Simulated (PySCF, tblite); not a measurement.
# CH7FGeSi: dynamics, then NMR shifts and electronic excitations on frames

How do NMR shifts and electronic excitations of CH7FGeSi (`C[Si@H](F)[GeH3]`) change as the atoms move?

The runs use tblite 0.8.0 and PySCF 2.14.0, with density-fitted response routines of our own; the level of theory stands in each step. All values are computed, except where a source is named. Atoms count from 0, in the outputs and in this text.

## (1) Starting geometry

11 atoms, charge 0, multiplicity 1; geometry from: GFN2-xTB.

Bonds of the start (Å): C0–Si1 1.89, Si1–F2 1.62, Si1–Ge3 2.33, C0–H4 1.09, C0–H5 1.09, C0–H6 1.09, Si1–H7 1.46, Ge3–H8 1.50, Ge3–H9 1.50, Ge3–H10 1.50.

## (2) Dynamics with GFN2-xTB

The job: settings as JSON, then the geometry in Å.

```
{"job": {"kind": "md", "xc": "GFN2-xTB", "basis": "xTB", "temperature": 200, "steps": 2000, "every": 50, "frames": 5}, "charge": 0, "multiplicity": 1}
C     -1.741020    -0.275753    -0.164763
Si    -0.231914     0.778855     0.276547
F     -0.213986     2.019755    -0.759515
Ge     1.774684    -0.376302     0.002130
H     -2.657289     0.305658    -0.122557
H     -1.652753    -0.679227    -1.171079
H     -1.845575    -1.113937     0.518038
H     -0.369479     1.438275     1.571566
H      1.702705    -1.576396    -0.895085
H      2.912273     0.418398    -0.558534
H      2.327778    -0.936656     1.277290
```

Method: GFN2-xTB Langevin dynamics, gas phase.

The run is started by

```bash
$ OMP_NUM_THREADS=1 python probes_run.py task.json out
```

This one command runs all jobs of the session in turn.

Log:

```text
t/fs     T/K      E/eV
    0.0   175.5   -385.16243
   25.0   163.5   -385.04472
   50.0   217.6   -384.99244
   75.0   232.0   -384.93228
  100.0   222.6   -385.02694
  125.0   177.6   -384.98376
  150.0   221.7   -384.95027
  175.0   207.2   -384.94852
  200.0   153.4   -384.86811
  225.0   171.4   -384.98449
  250.0   165.0   -384.98888
  275.0   175.0   -385.01313
  300.0   207.2   -385.02908
  325.0   209.1   -384.98548
  350.0   187.0   -384.99264
  375.0   228.6   -385.03564
  400.0   190.9   -384.89127
  425.0   255.2   -384.89424
  450.0   225.1   -384.84312
  475.0   287.8   -384.88680
  500.0   160.8   -384.82452
  525.0   268.4   -384.93352
  550.0   239.0   -384.98673
  575.0   205.3   -384.90832
  600.0   203.1   -384.95574
  625.0   332.4   -384.98441
  650.0   190.1   -384.82605
  675.0   187.5   -384.97803
  700.0   148.2   -384.95647
  725.0   126.8   -385.04323
  750.0   148.9   -385.00628
  775.0   130.4   -385.09307
  800.0   105.4   -385.06472
  825.0   113.0   -385.03355
  850.0    88.1   -385.03336
  875.0   122.3   -384.99040
  900.0   140.9   -385.05149
  925.0   129.1   -385.05183
  950.0   108.3   -385.00272
  975.0   194.3   -385.03171
 1000.0   225.9   -384.97879
```

Wall time 8.7 s (1 thread of AMD EPYC 7B13, shared host); peak memory 0.18 GiB.

Distance from the start (root mean square after alignment): 0 fs 0.00 Å, 200 fs 0.88 Å, 400 fs 1.23 Å, 600 fs 0.73 Å, 800 fs 0.23 Å, 1000 fs 0.49 Å.

Positions (Å) and forces (eV/Å) at 1000 fs:

```xyz
11

C    -1.271   -0.715    1.286    0.510   -0.835    1.004
Si   -0.447    0.374    0.032    0.452   -1.398   -1.792
F    -1.367   -0.011   -1.292    0.526    0.437    0.450
Ge    1.807   -0.230   -0.475   -1.003   -0.185    0.835
H    -2.332   -0.570    1.275   -0.482   -0.066   -0.015
H    -1.047   -1.795    1.189   -0.179    0.597   -0.203
H    -0.910   -0.443    2.275   -0.097   -0.007    0.164
H    -0.583    1.755    0.251   -0.249    1.201    0.153
H     1.991   -1.620   -0.972    0.064   -0.110   -0.026
H     2.588    0.603   -1.379    0.348    0.417   -0.415
H     2.553   -0.190    0.834    0.111   -0.051   -0.155
```

## (3) Shielding tensors: 250 fs, PBE0/pcSseg-1

The job: settings as JSON, then the geometry in Å.

```
{"job": {"kind": "nmr", "xc": "PBE0", "basis": "pcSseg-1", "pop": false}, "charge": 0, "multiplicity": 1}
C     -1.724400    -1.026600     0.063700
Si    -0.466100     0.372800     0.181200
F     -0.841600     1.380900    -1.095700
Ge     1.738900    -0.325400     0.135800
H     -2.682700    -0.728400     0.411500
H     -1.902000    -1.328100    -0.965700
H     -1.460900    -1.925100     0.618200
H     -0.558100     1.248600     1.321300
H      2.586000     0.360200    -0.884500
H      2.373200     0.269300     1.383000
H      2.117300    -1.746900     0.269000
```

With the program's defaults for keys left out, this is: GIAO PBE0/pcSseg-1 NMR shielding, non-relativistic, gas phase.

Log:

```text
coarse grid: 41616 points
cycle   1  E = -2507.8337958914  dE = -5.668e-01  |g| = 1.005e+00  |ddm| = 2.992e+00
cycle   2  E = -2507.7412535461  dE =  9.254e-02  |g| = 1.225e+00  |ddm| = 1.457e+00
cycle   3  E = -2507.9257290388  dE = -1.845e-01  |g| = 1.919e-01  |ddm| = 1.047e+00
cycle   4  E = -2507.9307249011  dE = -4.996e-03  |g| = 5.523e-02  |ddm| = 1.675e-01
cycle   5  E = -2507.9311058898  dE = -3.810e-04  |g| = 6.827e-03  |ddm| = 4.166e-02
cycle   6  E = -2507.9311165713  dE = -1.068e-05  |g| = 1.146e-03  |ddm| = 8.946e-03
cycle   7  E = -2507.9311169190  dE = -3.477e-07  |g| = 3.290e-04  |ddm| = 1.710e-03
final grid: 85384 points
cycle   8  E = -2507.9310615260  dE = -2.869e-08  |g| = 3.658e-04  |ddm| = 1.207e-03
cycle   9  E = -2507.9310615241  dE =  1.845e-09  |g| = 4.338e-04  |ddm| = 7.039e-04
cycle  10  E = -2507.9310615499  dE = -2.574e-08  |g| = 2.964e-05  |ddm| = 3.296e-04
cycle  11  E = -2507.9310615501  dE = -2.224e-10  |g| = 8.020e-06  |ddm| = 3.649e-05
converged SCF energy = -2507.9310615501

GIAO shielding tensors (ppm)
atom      isotropic    diamagn.    paramagn.     s11        s22        s33       span
  0 C      187.115     253.196     -66.081    166.724    194.516    200.104     33.380
  1 Si     311.113     876.737    -565.624    230.447    297.533    405.360    174.914
  2 F      394.496     469.746     -75.250    369.009    387.459    427.020     58.012
  3 Ge    1728.009    2759.775   -1031.766   1672.087   1719.715   1792.224    120.138
  4 H       31.374      29.432       1.942     26.777     28.207     39.139     12.362
  5 H       30.974      30.007       0.968     27.087     28.428     37.407     10.320
  6 H       31.623      30.369       1.254     26.816     29.605     38.447     11.631
  7 H       25.929      28.664      -2.735     22.438     24.894     30.454      8.016
  8 H       28.543      30.019      -1.476     22.136     22.800     40.693     18.557
  9 H       28.541      29.949      -1.408     22.213     23.184     40.227     18.014
 10 H       28.927      30.564      -1.637     22.085     23.404     41.291     19.206
```

It took 8.4 s on 1 thread of AMD EPYC 7B13, shared host; peak memory 0.69 GiB.

The references, computed at this level on geometries of the same kind, shield at (ppm): 1H TMS 31.72, 13C TMS 186.9, 29Si TMS 349.2, 19F CFCl3 170.9, 73Ge GeMe4 1331. Their shielding less the atom's gives the shift. The references are single molecules in the gas phase, so shifts against H2O, NH3, PH3, H3PO4 or CFCl3 are not on the usual liquid scales and can be off by tens of ppm. Each atom is listed at this fixed geometry, with no averaging over motion; a spectrum would average atoms that exchange fast.

```csv
atoms,environment,σ (ppm),δ (ppm)
C0,methyl carbon bonded to Si,187.1,-0.2
H7,"hydrogen on a silicon bonded to C, F, Ge",25.93,5.79
H9,hydrogen on a germanium bonded to Si,28.54,3.18
H8,hydrogen on a germanium bonded to Si,28.54,3.17
H10,hydrogen on a germanium bonded to Si,28.93,2.79
H5,hydrogen on a methyl carbon bonded to Si,30.97,0.74
H4,hydrogen on a methyl carbon bonded to Si,31.37,0.34
H6,hydrogen on a methyl carbon bonded to Si,31.62,0.09
Si1,"silicon bonded to C, F, Ge, H",311.1,38.0
F2,fluorine bonded to Si,394.5,-223.5
Ge3,"germanium bonded to Si, 3 H",1728,-397
```

## (4) Ultraviolet spectrum: 250 fs, PBE0/def2-SVPD

Same as in step 3 but for these lines:

```diff
@@ -1,2 +1,2 @@
-{"job": {"kind": "nmr", "xc": "PBE0", "basis": "pcSseg-1", "pop": false}, "charge": 0, "multiplicity": 1}
+{"job": {"kind": "uv", "xc": "PBE0", "basis": "def2-SVPD", "nstates": 5, "ntriplets": 0}, "charge": 0, "multiplicity": 1}
 C     -1.724400    -1.026600     0.063700
```

Method: TDDFT PBE0/def2-SVPD, vertical, gas phase, core orbitals frozen in the response.

Log:

```text
coarse grid: 41616 points
cycle   1  E = -2507.6562924315  dE = -5.190e-01  |g| = 6.355e-01  |ddm| = 3.779e+00
cycle   2  E = -2507.5769121812  dE =  7.938e-02  |g| = 9.415e-01  |ddm| = 1.326e+00
cycle   3  E = -2507.7229999296  dE = -1.461e-01  |g| = 1.128e-01  |ddm| = 8.416e-01
cycle   4  E = -2507.7250632884  dE = -2.063e-03  |g| = 2.222e-02  |ddm| = 1.209e-01
cycle   5  E = -2507.7251594628  dE = -9.617e-05  |g| = 4.794e-03  |ddm| = 2.866e-02
cycle   6  E = -2507.7251670676  dE = -7.605e-06  |g| = 7.530e-04  |ddm| = 1.033e-02
final grid: 85384 points
cycle   7  E = -2507.7251007849  dE = -6.425e-08  |g| = 7.791e-04  |ddm| = 4.909e-03
cycle   8  E = -2507.7251007581  dE =  2.676e-08  |g| = 8.844e-04  |ddm| = 2.323e-03
cycle   9  E = -2507.7251009552  dE = -1.971e-07  |g| = 1.201e-04  |ddm| = 1.115e-03
cycle  10  E = -2507.7251009581  dE = -2.849e-09  |g| = 1.500e-05  |ddm| = 1.396e-04
cycle  11  E = -2507.7251009581  dE = -3.683e-11  |g| = 3.254e-06  |ddm| = 1.775e-05
converged SCF energy = -2507.7251009581

Static polarisability (au): isotropic 71.195, principal 62.106 67.119 84.359

Singlet excitations
state   eV       nm        f      main configurations
  1   6.4103    193.4   0.01239   H->L 0.97
  2   7.1958    172.3   0.00130   H-1->L 0.89
  3   7.2348    171.4   0.04283   H->L+1 0.92
  4   7.7486    160.0   0.08607   H->L+2 0.75, H-2->L 0.20
  5   7.7688    159.6   0.05512   H-2->L 0.49, H->L+2 0.19, H-3->L 0.17
```

It took 10 s on 1 thread of AMD EPYC 7B13, shared host; peak memory 0.76 GiB.

Frontier orbitals and where they lie:

```csv
orbital,eV,atoms
HOMO−3,-10.02,"Ge3 31 %, H10 22 %, H8 10 %"
HOMO−2,-9.70,"Ge3 23 %, H8 15 %, C0 14 %"
HOMO−1,-9.11,"Ge3 32 %, H9 24 %, Si1 10 %"
HOMO,-8.38,"Ge3 32 %, Si1 26 %, C0 10 %"
LUMO,-0.61,"Si1 33 %, Ge3 29 %, H7 8 %"
LUMO+1,0.01,"Ge3 32 %, Si1 25 %, C0 10 %"
LUMO+2,0.40,"Ge3 48 %, H10 15 %, H8 11 %"
```

With each of the 5 states as a Gaussian band of 0.4 eV half-width at 1/e, the curve within the window shown has maxima at 161 nm (ε 6,100) L/(mol cm). Beyond the last state computed it falls off for lack of states. The curve at chosen wavelengths:

| nm | ε (L/mol/cm) |
| --- | --- |
| 154 | 3131 |
| 156 | 4417 |
| 159 | 5812 |
| 161 | 6073 |
| 163 | 5802 |
| 166 | 4805 |
| 168 | 4047 |
| 171 | 3046 |
| 173 | 2490 |
| 175 | 2003 |
| 178 | 1388 |
| 180 | 1066 |
| 182 | 826 |
| 185 | 619 |
| 187 | 562 |
| 189 | 543 |
| 192 | 537 |
| 194 | 525 |
| 196 | 497 |
| 199 | 423 |
| 201 | 361 |
| 204 | 262 |
| 206 | 202 |
| 208 | 150 |
| 211 | 90 |
| 213 | 61 |

Ground-state properties from the same run:

```csv
property,computed
dipole moment (D),2.13
polarisability (Å³),10.55
HOMO–LUMO gap (eV),7.77
−ε(HOMO) (eV),8.38
```

## (5) Nuclear shieldings: 425 fs, PBE0/pcSseg-1

The job: settings as JSON, then the geometry in Å.

```
{"job": {"kind": "nmr", "xc": "PBE0", "basis": "pcSseg-1", "pop": false}, "charge": 0, "multiplicity": 1}
C     -1.355700    -1.515400     0.233600
Si    -0.423500     0.154100     0.241000
F     -0.944300     0.842500    -1.142000
Ge     1.899300    -0.126100     0.208900
H     -2.430000    -1.300200     0.265000
H     -1.244400    -1.992900    -0.759100
H     -1.168800    -2.187300     1.053200
H     -0.567100     1.144900     1.252100
H      2.460900     0.763700    -0.820400
H      2.703200    -0.076300     1.446300
H      2.401800    -1.392400    -0.404400
```

Method: GIAO PBE0/pcSseg-1 NMR shielding, non-relativistic, gas phase.

Log:

```text
coarse grid: 41616 points
cycle   1  E = -2507.8339408658  dE = -5.587e-01  |g| = 9.897e-01  |ddm| = 2.998e+00
cycle   2  E = -2507.7529376483  dE =  8.100e-02  |g| = 1.179e+00  |ddm| = 1.361e+00
cycle   3  E = -2507.9209349418  dE = -1.680e-01  |g| = 1.769e-01  |ddm| = 9.741e-01
cycle   4  E = -2507.9251609345  dE = -4.226e-03  |g| = 5.283e-02  |ddm| = 1.557e-01
cycle   5  E = -2507.9254977992  dE = -3.369e-04  |g| = 7.076e-03  |ddm| = 3.934e-02
cycle   6  E = -2507.9255097782  dE = -1.198e-05  |g| = 1.337e-03  |ddm| = 9.282e-03
cycle   7  E = -2507.9255102177  dE = -4.395e-07  |g| = 4.318e-04  |ddm| = 1.751e-03
final grid: 85384 points
cycle   8  E = -2507.9254991237  dE = -2.168e-08  |g| = 5.158e-04  |ddm| = 1.181e-03
cycle   9  E = -2507.9254991112  dE =  1.251e-08  |g| = 6.275e-04  |ddm| = 8.282e-04
cycle  10  E = -2507.9254991677  dE = -5.653e-08  |g| = 2.418e-05  |ddm| = 4.113e-04
cycle  11  E = -2507.9254991679  dE = -1.619e-10  |g| = 5.113e-06  |ddm| = 3.474e-05
converged SCF energy = -2507.9254991679

GIAO shielding tensors (ppm)
atom      isotropic    diamagn.    paramagn.     s11        s22        s33       span
  0 C      184.187     253.036     -68.849    166.447    188.544    197.569     31.122
  1 Si     321.389     877.106    -555.717    238.206    290.160    435.802    197.596
  2 F      401.340     470.092     -68.752    356.890    392.629    454.500     97.610
  3 Ge    1736.175    2759.716   -1023.541   1674.534   1722.315   1811.676    137.142
  4 H       30.517      28.629       1.888     26.073     27.571     37.907     11.834
  5 H       30.256      29.628       0.628     26.422     28.276     36.071      9.649
  6 H       31.650      29.768       1.883     26.982     28.874     39.095     12.114
  7 H       25.791      28.697      -2.906     22.119     24.866     30.389      8.269
  8 H       29.078      30.680      -1.602     22.534     23.212     41.488     18.954
  9 H       29.015      30.292      -1.278     22.449     22.906     41.689     19.240
 10 H       28.986      30.889      -1.903     22.366     23.755     40.836     18.470
```

Run time: 8 s. Hardware: 1 thread of AMD EPYC 7B13, shared host; peak memory 0.79 GiB.

In short: δ C0 2.7, Si1 27.8, F2 -230.4, Ge3 -405, H7 5.93, H10 2.73 ppm.

## (6) Ultraviolet spectrum: 425 fs, PBE0/def2-SVPD

Same as in step 5 but for these lines:

```diff
@@ -1,2 +1,2 @@
-{"job": {"kind": "nmr", "xc": "PBE0", "basis": "pcSseg-1", "pop": false}, "charge": 0, "multiplicity": 1}
+{"job": {"kind": "uv", "xc": "PBE0", "basis": "def2-SVPD", "nstates": 5, "ntriplets": 0}, "charge": 0, "multiplicity": 1}
 C     -1.355700    -1.515400     0.233600
```

Method: TDDFT PBE0/def2-SVPD, vertical, gas phase, core orbitals frozen in the response.

Log:

```text
coarse grid: 41616 points
cycle   1  E = -2507.6548935521  dE = -5.092e-01  |g| = 6.185e-01  |ddm| = 3.804e+00
cycle   2  E = -2507.5861251922  dE =  6.877e-02  |g| = 8.936e-01  |ddm| = 1.288e+00
cycle   3  E = -2507.7174706828  dE = -1.313e-01  |g| = 1.007e-01  |ddm| = 8.117e-01
cycle   4  E = -2507.7190480143  dE = -1.577e-03  |g| = 2.190e-02  |ddm| = 1.105e-01
cycle   5  E = -2507.7191414610  dE = -9.345e-05  |g| = 5.190e-03  |ddm| = 2.829e-02
cycle   6  E = -2507.7191500568  dE = -8.596e-06  |g| = 8.954e-04  |ddm| = 1.030e-02
final grid: 85384 points
cycle   7  E = -2507.7191215138  dE = -5.470e-08  |g| = 9.569e-04  |ddm| = 4.395e-03
cycle   8  E = -2507.7191214534  dE =  6.034e-08  |g| = 1.109e-03  |ddm| = 2.577e-03
cycle   9  E = -2507.7191217304  dE = -2.770e-07  |g| = 1.211e-04  |ddm| = 1.251e-03
cycle  10  E = -2507.7191217333  dE = -2.867e-09  |g| = 1.587e-05  |ddm| = 1.396e-04
cycle  11  E = -2507.7191217334  dE = -6.230e-11  |g| = 4.332e-06  |ddm| = 2.107e-05
converged SCF energy = -2507.7191217334

Static polarisability (au): isotropic 71.666, principal 62.004 67.494 85.501

Singlet excitations
state   eV       nm        f      main configurations
  1   6.3246    196.0   0.01328   H->L 0.97
  2   7.0918    174.8   0.03285   H->L+1 0.93
  3   7.2567    170.9   0.01225   H-1->L 0.92
  4   7.6019    163.1   0.05997   H->L+2 0.81, H->L+3 0.16
  5   7.8427    158.1   0.15761   H->L+3 0.67, H-2->L 0.12, H->L+2 0.12
```

Wall time 10 s (1 thread of AMD EPYC 7B13, shared host); peak memory 0.7 GiB.

This run: HOMO -8.13 eV, LUMO -0.47 eV; lowest singlet 6.32 eV.

## (7) Nuclear shieldings: 625 fs, PBE0/pcSseg-1

The job: settings as JSON, then the geometry in Å.

```
{"job": {"kind": "nmr", "xc": "PBE0", "basis": "pcSseg-1", "pop": false}, "charge": 0, "multiplicity": 1}
C     -1.046500    -1.275900     1.147800
Si    -0.103200     0.122900     0.237400
F     -0.881800     0.131400    -1.198400
Ge     2.187500    -0.097600    -0.220300
H     -2.113400    -1.094600     0.966300
H     -0.837600    -2.281200     0.820400
H     -0.907000    -1.283700     2.221800
H     -0.488600     1.348200     0.999200
H      2.712200    -0.965900    -1.366500
H      2.792400     1.275800    -0.645100
H      2.934200    -0.667000     0.973600
```

Level: GIAO PBE0/pcSseg-1 NMR shielding, non-relativistic, gas phase.

Log:

```text
coarse grid: 41616 points
cycle   1  E = -2507.8355324424  dE = -6.452e-01  |g| = 1.010e+00  |ddm| = 2.959e+00
cycle   2  E = -2507.7447368307  dE =  9.080e-02  |g| = 1.220e+00  |ddm| = 1.350e+00
cycle   3  E = -2507.9306192085  dE = -1.859e-01  |g| = 1.753e-01  |ddm| = 9.351e-01
cycle   4  E = -2507.9346697188  dE = -4.051e-03  |g| = 5.538e-02  |ddm| = 1.408e-01
cycle   5  E = -2507.9350543929  dE = -3.847e-04  |g| = 6.712e-03  |ddm| = 4.058e-02
cycle   6  E = -2507.9350652599  dE = -1.087e-05  |g| = 1.347e-03  |ddm| = 8.828e-03
cycle   7  E = -2507.9350657005  dE = -4.406e-07  |g| = 4.378e-04  |ddm| = 1.699e-03
final grid: 85384 points
cycle   8  E = -2507.9349993928  dE = -8.133e-09  |g| = 5.239e-04  |ddm| = 9.786e-04
cycle   9  E = -2507.9349993785  dE =  1.430e-08  |g| = 6.397e-04  |ddm| = 8.161e-04
cycle  10  E = -2507.9349994372  dE = -5.870e-08  |g| = 1.990e-05  |ddm| = 4.132e-04
cycle  11  E = -2507.9349994373  dE = -1.260e-10  |g| = 4.194e-06  |ddm| = 2.933e-05
converged SCF energy = -2507.9349994373

GIAO shielding tensors (ppm)
atom      isotropic    diamagn.    paramagn.     s11        s22        s33       span
  0 C      181.517     253.265     -71.748    162.694    189.114    192.742     30.049
  1 Si     314.793     876.996    -562.202    244.728    308.985    390.668    145.940
  2 F      386.574     471.259     -84.686    345.597    392.738    421.385     75.788
  3 Ge    1703.548    2758.723   -1055.175   1656.076   1675.409   1779.158    123.081
  4 H       30.601      29.542       1.059     26.349     28.042     37.412     11.063
  5 H       31.050      30.667       0.384     26.930     29.155     37.067     10.137
  6 H       31.591      29.771       1.820     27.739     28.414     38.621     10.882
  7 H       25.453      28.122      -2.669     23.097     23.630     29.630      6.533
  8 H       27.710      29.077      -1.368     21.783     22.265     39.080     17.297
  9 H       27.494      28.301      -0.807     21.455     22.349     38.679     17.224
 10 H       28.298      29.092      -0.793     21.960     23.078     39.857     17.897
```

Wall time 8.2 s (1 thread of AMD EPYC 7B13, shared host); peak memory 0.71 GiB.

This run: δ C0 5.4, Si1 34.4, F2 -215.6, Ge3 -373, H7 6.26, H9 4.22 ppm.

## (8) Excited states and response: 625 fs, PBE0/def2-SVPD

Same as in step 7 but for these lines:

```diff
@@ -1,2 +1,2 @@
-{"job": {"kind": "nmr", "xc": "PBE0", "basis": "pcSseg-1", "pop": false}, "charge": 0, "multiplicity": 1}
+{"job": {"kind": "uv", "xc": "PBE0", "basis": "def2-SVPD", "nstates": 5, "ntriplets": 0}, "charge": 0, "multiplicity": 1}
 C     -1.046500    -1.275900     1.147800
```

Level: TDDFT PBE0/def2-SVPD, vertical, gas phase, core orbitals frozen in the response.

Log:

```text
coarse grid: 41616 points
cycle   1  E = -2507.6588034047  dE = -5.980e-01  |g| = 6.389e-01  |ddm| = 3.723e+00
cycle   2  E = -2507.5807200642  dE =  7.808e-02  |g| = 9.349e-01  |ddm| = 1.352e+00
cycle   3  E = -2507.7276572050  dE = -1.469e-01  |g| = 1.028e-01  |ddm| = 8.312e-01
cycle   4  E = -2507.7293054734  dE = -1.648e-03  |g| = 2.271e-02  |ddm| = 1.104e-01
cycle   5  E = -2507.7294071321  dE = -1.017e-04  |g| = 4.637e-03  |ddm| = 2.837e-02
cycle   6  E = -2507.7294138115  dE = -6.679e-06  |g| = 8.267e-04  |ddm| = 8.732e-03
final grid: 85384 points
cycle   7  E = -2507.7293298139  dE = -9.685e-09  |g| = 9.003e-04  |ddm| = 3.212e-03
cycle   8  E = -2507.7293297613  dE =  5.262e-08  |g| = 1.037e-03  |ddm| = 2.220e-03
cycle   9  E = -2507.7293300059  dE = -2.446e-07  |g| = 9.498e-05  |ddm| = 1.114e-03
cycle  10  E = -2507.7293300077  dE = -1.833e-09  |g| = 1.286e-05  |ddm| = 1.068e-04
cycle  11  E = -2507.7293300077  dE = -3.502e-11  |g| = 2.945e-06  |ddm| = 1.646e-05
converged SCF energy = -2507.7293300077

Static polarisability (au): isotropic 74.289, principal 63.300 68.866 90.702

Singlet excitations
state   eV       nm        f      main configurations
  1   6.5601    189.0   0.01989   H->L 0.97
  2   7.1278    173.9   0.01161   H-1->L 0.90
  3   7.2757    170.4   0.06733   H->L+1 0.89
  4   7.6575    161.9   0.10654   H->L+2 0.87
  5   7.7621    159.7   0.01211   H-2->L 0.65, H-3->L 0.15
```

It took 11 s on 1 thread of AMD EPYC 7B13, shared host; peak memory 0.7 GiB.

Key values: HOMO -8.49 eV, LUMO -0.62 eV; lowest singlet 6.56 eV.

(Part 1 of 2 ends here.)
